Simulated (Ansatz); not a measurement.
**One shape, several levels: triplet CH7NOSi**

Wanted: a comparison of 6 runs (UHF/3-21G, U-r2SCAN0/cc-pVDZ, UBLYP/cc-pVDZ, UPBE-QIDH/cc-pVDZ, UPBE0/cc-pVDZ, UMP2/cc-pVDZ) of triplet CH7NOSi. 

The results are computed with Ansatz 0.2.0.

123 further runs of the same task are left out: 123 set aside as unsound or not needed.

**1. Starting point**

CH7NOSi has 11 atoms, charge 0, and is taken as a triplet. As SMILES of the parent species, `CO[SiH2]N`. The shape is that of a PBE0-D4/def2-TZVP optimisation. This is one conformer, not always the lowest. That shape belongs to the parent species and isn't relaxed for this state.

Bond lengths: C1–O2 1.407 Å, O2–Si3 1.648 Å, Si3–N4 1.701 Å, C1–H5 1.097 Å, C1–H6 1.091 Å, C1–H7 1.097 Å, Si3–H8 1.488 Å, Si3–H9 1.488 Å, N4–H10 1.007 Å, N4–H11 1.007 Å. Some angles: C1–O2–Si3 122.1°, O2–Si3–N4 112.5°, O2–C1–H5 111.7°, O2–C1–H6 108.5°, O2–C1–H7 111.7°, O2–Si3–H8 108.4°, O2–Si3–H9 108.6°, N4–Si3–H8 108.4°, N4–Si3–H9 108.2°, Si3–N4–H10 120.7°.

**2. The energy at UHF/3-21G (run 1)**

Contents of job.yaml:

```yaml
crystal:
  periodic: [false, false, false]
  atoms:
    - symbol: C
      position_ang: [-0.655300, 1.711900, 0.500200]
    - symbol: O
      position_ang: [-0.610600, 0.508700, -0.227100]
    - symbol: Si
      position_ang: [0.533800, -0.642700, 0.054300]
    - symbol: N
      position_ang: [0.344700, -2.006900, -0.943700]
    - symbol: H
      position_ang: [0.258400, 2.302900, 0.362300]
    - symbol: H
      position_ang: [-1.501500, 2.301200, 0.142400]
    - symbol: H
      position_ang: [-0.790700, 1.531800, 1.573800]
    - symbol: H
      position_ang: [0.421900, -1.079900, 1.472300]
    - symbol: H
      position_ang: [1.874600, -0.055000, -0.212100]
    - symbol: H
      position_ang: [-0.403400, -2.661100, -0.783300]
    - symbol: H
      position_ang: [0.593600, -1.968000, -1.918400]
basis:
  gaussian: {orbitals: 3-21G.json}
magnetization: {spin_polarized: true, initial_magnetization: 2}
hamiltonian: {xc: hf}
accuracy: high
output: {orbitals: {seedname: orbitals}}
```

The basis set 3-21G is read from a file made from the Basis Set Exchange's data (not shown).

On the command line:

```console
$ ansatz run job.yaml --threads 1 --pin off --max-ram 3480MiB --events-out events.jsonl --progress --plain --runs-dir runs
```

The log of the run:

```text
Warning: RAYON_NUM_THREADS=1 ignored (pool sized by the plan → 1); use --threads N
Functional definition: HF
  name "HF"
  exchange = exact_x
  correlation = 0
1289 factors; integrals over basis functions are off by at most 4.1e-9 eV
mean field evaluation 1: about -12442.1756 eV, gradient 2.5e1 eV
mean field evaluation 2: about -12442.7364 eV, gradient 2.6e1 eV
mean field evaluation 4: about -12446.7914 eV, gradient 3.8e0 eV
mean field evaluation 8: about -12447.4113 eV, gradient 1.0e0 eV
mean field evaluation 16: about -12448.1479 eV, gradient 1.4e-1 eV
mean field evaluation 32: about -12444.5371 eV, gradient 2.6e1 eV
mean field evaluation 64: about -12445.9616 eV, gradient 1.2e1 eV
mean field evaluation 96: about -12447.2187 eV, gradient 2.5e0 eV
mean field evaluation 128: about -12449.3180 eV, gradient 1.6e-8 eV
mean field evaluation 160: about -12447.4030 eV, gradient 3.7e-1 eV
mean field evaluation 192: about -12448.1798 eV, gradient 4.0e-1 eV
mean field evaluation 224: about -12444.9373 eV, gradient 3.4e0 eV
mean field evaluation 256: about -12447.7234 eV, gradient 9.4e-1 eV
mean field evaluation 288: about -12447.4041 eV, gradient 1.6e-2 eV
mean field evaluation 320: about -12447.4042 eV, gradient 3.7e-6 eV
mean field -12449.31801028 eV, -457.5039984271 hartree, gradient 1.6e-8 eV, S^2 2.004763; 4 other end points of the search recorded, 0 dependent functions left out
reference -12449.31801028 eV, -457.5039984271 hartree; 22, 20 occupied and 32, 34 virtual orbitals, 1289 factors
Total energy: -12449.31801028 eV, -457.5039984271 hartree
```

It took 5.1 s on 1 thread of Arm Neoverse V2, shared host; peak memory 0.19 GiB.

**3. The energy at U-r2SCAN0/cc-pVDZ (run 2)**

Contents of molecule.yaml:

```yaml
crystal:
  periodic: [false, false, false]
  atoms:
    - symbol: C
      position_ang: [-0.655300, 1.711900, 0.500200]
    - symbol: O
      position_ang: [-0.610600, 0.508700, -0.227100]
    - symbol: Si
      position_ang: [0.533800, -0.642700, 0.054300]
    - symbol: N
      position_ang: [0.344700, -2.006900, -0.943700]
    - symbol: H
      position_ang: [0.258400, 2.302900, 0.362300]
    - symbol: H
      position_ang: [-1.501500, 2.301200, 0.142400]
    - symbol: H
      position_ang: [-0.790700, 1.531800, 1.573800]
    - symbol: H
      position_ang: [0.421900, -1.079900, 1.472300]
    - symbol: H
      position_ang: [1.874600, -0.055000, -0.212100]
    - symbol: H
      position_ang: [-0.403400, -2.661100, -0.783300]
    - symbol: H
      position_ang: [0.593600, -1.968000, -1.918400]
basis:
  gaussian:
    orbitals: cc-pVDZ
magnetization:
  spin_polarized: true
  initial_magnetization: 2
output:
  orbitals: {seedname: orbitals}
hamiltonian:
  xc: {name: r2SCAN0}
accuracy: high
total_charge: 0
```

On the command line:

```console
$ ansatz run molecule.yaml --threads 1 --pin off --max-ram 3480MiB --events-out events.jsonl --progress --plain --runs-dir runs
```

The log of the run:

```text
Warning: RAYON_NUM_THREADS=1 ignored (pool sized by the plan → 1); use --threads N
Functional definition: r2SCAN0
  name "r2SCAN0"
  parameter a = 0.25
  parameter k0 = 0.174
  parameter k1 = 0.065
  parameter a1 = 4.9479
  exchange = (1 - a)*r2scan_x(k0 = k0, k1 = k1, a1 = a1) + a*exact_x
  correlation = r2scan_c
2294 factors; integrals over basis functions are off by at most 6.4e-9 eV
mean field evaluation 1: about -12546.3120 eV, gradient 4.4e1 eV
mean field evaluation 2: about -12529.5124 eV, gradient 6.9e1 eV
mean field evaluation 4: about -12552.4629 eV, gradient 2.5e1 eV
mean field evaluation 8: about -12556.0658 eV, gradient 1.9e0 eV
mean field evaluation 16: about -12556.3915 eV, gradient 2.4e-2 eV
mean field evaluation 32: about -12556.3915 eV, gradient 1.0e-6 eV
mean field -12556.39154152 eV, -461.4388781230 hartree, gradient 3.4e-8 eV, S^2 2.004867; 2 other end points of the search recorded, 0 dependent functions left out
reference -12556.39154331 eV, -461.4388781887 hartree; 22, 20 occupied and 73, 75 virtual orbitals, 2294 factors
Total energy: -12556.39154331 eV, -461.4388781887 hartree
```

Wall time 52 s (1 thread of Arm Neoverse V2, shared host); peak memory 0.63 GiB.

Runs 3 to 4 aren't shown in full; the table further down has their settings and results.

**4. A single-point energy at UPBE0/cc-pVDZ (run 5)**

Contents of in.yaml:

```yaml
crystal:
  periodic: [false, false, false]
  atoms:
    - {symbol: C, position_ang: [-0.655300, 1.711900, 0.500200]}
    - {symbol: O, position_ang: [-0.610600, 0.508700, -0.227100]}
    - {symbol: Si, position_ang: [0.533800, -0.642700, 0.054300]}
    - {symbol: "N", position_ang: [0.344700, -2.006900, -0.943700]}
    - {symbol: H, position_ang: [0.258400, 2.302900, 0.362300]}
    - {symbol: H, position_ang: [-1.501500, 2.301200, 0.142400]}
    - {symbol: H, position_ang: [-0.790700, 1.531800, 1.573800]}
    - {symbol: H, position_ang: [0.421900, -1.079900, 1.472300]}
    - {symbol: H, position_ang: [1.874600, -0.055000, -0.212100]}
    - {symbol: H, position_ang: [-0.403400, -2.661100, -0.783300]}
    - {symbol: H, position_ang: [0.593600, -1.968000, -1.918400]}
basis:
  gaussian: {orbitals: cc-pVDZ}
magnetization: {spin_polarized: true, initial_magnetization: 2}
hamiltonian: {xc: pbe0}
accuracy: high
output: {orbitals: {seedname: orbitals}}
```

On the command line:

```console
$ ansatz run in.yaml --threads 1 --pin off --max-ram 3480MiB --events-out events.jsonl --progress --plain --runs-dir runs
```

The log of the run:

```text
Warning: RAYON_NUM_THREADS=1 ignored (pool sized by the plan → 1); use --threads N
Functional definition: PBE0
  name "PBE0"
[... 1 set-up line as earlier in the session ...]
  parameter kappa = 0.804
  parameter beta = 0.06672455060314922
  exchange = (1 - a)*pbe_x(kappa = kappa, mu = beta*pi^2/3) + a*exact_x
  correlation = pbe_c(beta = beta)
2294 factors; integrals over basis functions are off by at most 6.4e-9 eV
mean field evaluation 1: about -12541.0167 eV, gradient 4.6e1 eV
mean field evaluation 2: about -12519.3920 eV, gradient 7.6e1 eV
mean field evaluation 4: about -12547.2410 eV, gradient 2.7e1 eV
mean field evaluation 8: about -12551.2659 eV, gradient 1.7e0 eV
mean field evaluation 16: about -12551.5807 eV, gradient 1.0e-2 eV
mean field evaluation 32: about -12551.5807 eV, gradient 6.5e-6 eV
mean field -12551.58072961 eV, -461.2620840463 hartree, gradient 8.1e-8 eV, S^2 2.003011; 2 other end points of the search recorded, 0 dependent functions left out
reference -12551.58073266 eV, -461.2620841584 hartree; 22, 20 occupied and 73, 75 virtual orbitals, 2294 factors
Total energy: -12551.58073266 eV, -461.2620841584 hartree
```

Run time: 28 s. Hardware: 1 thread of Arm Neoverse V2, shared host; peak memory 0.47 GiB.

**5. A single-point energy at UMP2/cc-pVDZ (run 6)**

molecule.yaml, as its differences from that of step 3:

```diff
@@ -9,3 +9,3 @@
       position_ang: [0.533800, -0.642700, 0.054300]
-    - symbol: N
+    - symbol: "N"
       position_ang: [0.344700, -2.006900, -0.943700]
@@ -31,7 +31,5 @@
   initial_magnetization: 2
-output:
-  orbitals: {seedname: orbitals}
-hamiltonian:
-  xc: {name: r2SCAN0}
+correlation:
+  method: mp2
+  frozen_orbitals: {C: 1, H: 0, "N": 1, O: 1, Si: 5}
 accuracy: high
-total_charge: 0
```

On the command line:

```console
$ ansatz run molecule.yaml --threads 1 --pin off --max-ram 3480MiB --events-out events.jsonl --progress --plain --runs-dir runs
```

The log of the run, shortened:

```text
Warning: RAYON_NUM_THREADS=1 ignored (pool sized by the plan → 1); use --threads N
[... 2 set-up lines as earlier in the session ...]
[...]
2294 factors; integrals over basis functions are off by at most 6.4e-9 eV
[...]
mean field -12517.46106984 eV, -460.0082096768 hartree, gradient 9.6e-8 eV, S^2 2.007081; 14 other end points of the search recorded, 0 dependent functions left out
8 core orbitals not correlated: weight in the atoms' cores, before any rotation towards them, 1.000 or more for the frozen orbitals, at most 0.000 for the correlated occupied ones
reference -12517.46106984 eV, -460.0082096768 hartree; 14, 12 occupied and 73, 75 virtual orbitals, 2294 factors
second order -15.59950450 eV of doubles, -0.00000000 eV of singles
Total energy: -12533.06057434 eV, -460.5814808936 hartree
```

Wall time 14 s (1 thread of Arm Neoverse V2, shared host); peak memory 0.47 GiB.

**6. The series**

```csv
run,level,frozen core orbitals,energy (Eh),HOMO energy (eV),⟨S²⟩,wall time
1,UHF/3-21G,–,-457.503998,-2.03,2.005,5.1 s
2,U-r2SCAN0/cc-pVDZ,–,-461.438878,-1.60,2.005,52 s
3,UBLYP/cc-pVDZ,–,-461.512032,-0.23,2.003,32 s
4,UPBE-QIDH/cc-pVDZ,8,-461.098372,-2.37,2.005,25 s
5,UPBE0/cc-pVDZ,–,-461.262084,-1.47,2.003,28 s
6,UMP2/cc-pVDZ,8,-460.581481,–,2.007,14 s
```

**7. Outcome**

| quantity | value |
| --- | --- |
| run 6: total energy | -460.58148 Eh |
| run 6: correlation energy (8 core orbitals frozen) | -573.3 mEh |
| run 6: ⟨S²⟩ of the reference determinant | 2.007 |

In words: Totals of different functionals can't be ranked against each other. All runs together took 2.6 min, the longest 52 s.
